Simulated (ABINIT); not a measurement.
The system is BiTe.

```
CELL_PARAMETERS angstrom
2.42271 1.39875 3.31729
-2.42271 1.39875 3.31729
0.00000 -2.79750 3.31729
ATOMIC_POSITIONS crystal
Bi 0.50000 0.50000 0.50000
Te 0.00000 0.00000 0.00000
```

The cell comes from a database or a generator and needn't be the stable form of this composition.

- Program: ABINIT 10.8.3 (patched build)
- Task: relaxation of cell and atoms
- Functional: WC
- Potentials or basis: JTH PAW PBE v2.0
- Cutoff: 707 eV
- k mesh: 5 × 5 × 5
- Occupations: fermi-dirac, width 0.05 eV
- Spin: no spin polarisation

At the start: pressure -2.5 GPa; volume 33.72 Å³/atom.

Problem. Where does the relaxation end?

Solution. Over 7 steps the energy falls by 14.7 meV/atom and the volume is 31.79 Å³/atom (-5.7 %); space group R-3m (No. 166, to 0.05 Å).

The path:
```csv
step,energy change (eV),largest force (eV/Å),pressure (GPa),volume (Å³)
1,0.0000,0.0000,-2.46,67.45
2,-0.0072,0.0000,-2.11,66.94
3,-0.0262,0.0000,0.08,64.09
4,-0.0267,0.0000,0.01,64.13
5,-0.0292,0.0000,-0.25,63.85
6,-0.0295,0.0000,-0.06,63.68
7,-0.0295,0.0000,0.00,63.59
```

Final structure:
```xyz
2
Lattice="2.4076 1.3900 3.1668 -2.4076 1.3900 3.1668 0.0000 -2.7800 3.1668" Properties=species:S:1:pos:R:3 pbc="T T T"
Bi    0.0000    0.0000    4.7502
Te    0.0000    0.0000    0.0000
```

Caveat: the PAW data sets were made with another functional, which shifts forces and pressure a little.
